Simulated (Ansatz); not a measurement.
# AlH3O: the cost of one run

Method: PBE0-D4/def2-TZVP structures, single points in def2-TZVPP, no counterpoise correction; program: Ansatz 0.2.0, Gaussian basis.

Levels: SPW92, PBE-D4, BLYP-D4, r2SCAN-D4, B97M-V, PBE0-D4, B3LYP-D4, r2SCAN0-D4, BHLYP-D4, CAM-B3LYP-D4, wB97X-V, wB97M-V, B2PLYP, PBE-QIDH, RPA on PBE, Hartree-Fock, MP2, CCSD, CCSD(T).

Correlated methods freeze the cores. B3LYP uses VWN-RPA correlation. B2PLYP carries no dispersion term here.

114 further runs of the same task are left out: 1 that didn't finish, 113 set aside as unsound or not needed.

### 1 The starting structure

The complex: 13 atoms, charge 0, spin multiplicity 1.

Atoms are counted from 1 here; the program's logs count them from 0.

Bond lengths: Al1–O2 1.753 Å, Al1–H3 1.603 Å, Al1–H4 1.604 Å, Al1–N6 2.014 Å, O2–H9 0.955 Å, H5–N6 1.044 Å, N6–H10 1.014 Å, N6–H11 1.014 Å, H7–N8 1.023 Å, N8–H12 1.012 Å, N8–H13 1.013 Å. Angles: O2–Al1–H3 115.4°, O2–Al1–H4 114.7°, O2–Al1–N6 97.6°, H3–Al1–H4 118.7°, H3–Al1–N6 100.9°, H4–Al1–N6 105.2°, Al1–O2–H9 119.6°, Al1–N6–H5 106.5°, Al1–N6–H10 112.8°, Al1–N6–H11 112.5°, H5–N6–H10 108.9°, H5–N6–H11 108.1°, H10–N6–H11 107.9°, H7–N8–H12 108.4°, H7–N8–H13 107.8°, H12–N8–H13 107.3°.

Coordinates:

```
Al   -1.10154    0.18738   -1.20043
O     0.03300   -1.14916   -1.18366
H    -0.58082    1.52096   -1.92052
H    -2.63732   -0.23865   -1.38547
H     0.05803    0.50826    1.01170
N    -0.92925    0.70757    0.73723
H     1.49033   -0.77785    0.14287
N     1.79122   -0.21210    0.94049
H    -0.17286   -1.94830   -1.66425
H    -1.12280    1.68986    0.89826
H    -1.53987    0.16727    1.34042
H     2.15725   -0.83225    1.65169
H     2.55465    0.37700    0.63168
```

Its parts: AlH3O holds atoms 1, 2, 3, 4, 9; NH3 holds atoms 5, 6, 10, 11; NH3 holds atoms 7, 8, 12, 13. Each part counts its atoms afresh in its own runs.

### 2 Relaxing AlH3O alone

relax-a/in.yaml reads:

```yaml
crystal:
  periodic: [false, false, false]
  atoms:
    - {symbol: Al, position_ang: [-1.101537, 0.187381, -1.200425]}
    - {symbol: O, position_ang: [0.032996, -1.149156, -1.183663]}
    - {symbol: H, position_ang: [-0.580820, 1.520965, -1.920523]}
    - {symbol: H, position_ang: [-2.637322, -0.238648, -1.385473]}
    - {symbol: H, position_ang: [-0.172865, -1.948301, -1.664251]}
basis:
  gaussian: {orbitals: def2-TZVP}
hamiltonian: {xc: pbe0, dispersion: d4}
relax: {f_tol: 0.005, max_steps: 200}
```

The run is started by

```console
ansatz run in.yaml --threads 4 --pin off --events-out ev --progress --plain --max-ram 9574MiB
```

**Question.** How long does this run take on 4 threads of Arm Neoverse V2, shared host?

About 4.1 s.
